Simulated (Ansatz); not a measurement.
Consider vertical spin-state energies of C3H7BO, SMILES BCC1CO1 (Ansatz 0.2.0 through its Python package).

The script, `spin_c3h7bo.py`:
```python
import warnings

import ansatz as az

GEOMETRY = """
B    -0.24930    1.79880    0.71600
C    -0.68700    0.33620    0.35720
C     0.53580   -0.47360    0.01390
C     0.44350   -1.64230   -0.84930
O     0.88440   -0.44470   -1.36210
H    -1.14500    2.62660    1.00170
H     0.85240    2.21190    0.66440
H    -1.14370   -0.09380    1.23460
H    -1.39840    0.36450   -0.44780
H     1.47050   -0.46740    0.70340
H     1.14780   -2.43250   -0.78210
H    -0.63410   -1.83880   -1.21600
"""


def main() -> None:
    warnings.simplefilter("ignore", az.DeckWarning)

    system = az.Crystal.molecule()
    for line in GEOMETRY.strip().splitlines():
        symbol, *xyz = line.split()
        system = system.atom(symbol, [float(v) for v in xyz])

    base = (
        system.calculation()
        .basis(gaussian="6-31G*")
        .functional("pbe0")
    )
    found = {}
    for unpaired in [0, 2]:
        r = base.spin("collinear", total=unpaired).run(threads=1, backend="cpu").report
        s = unpaired / 2
        found[unpaired] = r["free_energy_ev"]
        print(f"2S+1 = {unpaired + 1}: E = {found[unpaired]:.5f} eV, <S^2> = {abs(r['mean_field']['state']['spin_squared']):.3f} (pure state {s * (s + 1):.2f})")
    lowest = min(found, key=found.get)
    for unpaired, e in found.items():
        print(f"multiplicity {unpaired + 1}: {96.485332 * (e - found[lowest]):.1f} kJ/mol above the lowest")


if __name__ == "__main__":
    main()
```

Which spin state is lowest at this geometry, and how far above lie the others?

In order: multiplicity 1 (+0.00 eV) and multiplicity 3 (+4.77 eV), all at the one geometry.

The run itself:

```console
$ python spin_c3h7bo.py
2S+1 = 1: E = -5938.97239 eV, <S^2> = 0.000 (pure state 0.00)
2S+1 = 3: E = -5934.19884 eV, <S^2> = 2.006 (pure state 2.00)
multiplicity 1: 0.0 kJ/mol above the lowest
multiplicity 3: 460.6 kJ/mol above the lowest
```

What to keep in mind:
- Total energies depend on the basis set; only differences at equal settings carry meaning.
- The geometry is a force-field or estimated start, not a minimum of this method, and the basis set is short of its limit. All parts are taken at fixed geometry, without zero-point energy.
- It ran for 16 s on 1 thread of Arm Neoverse V1, on a shared host, peak memory 0.28 GiB.
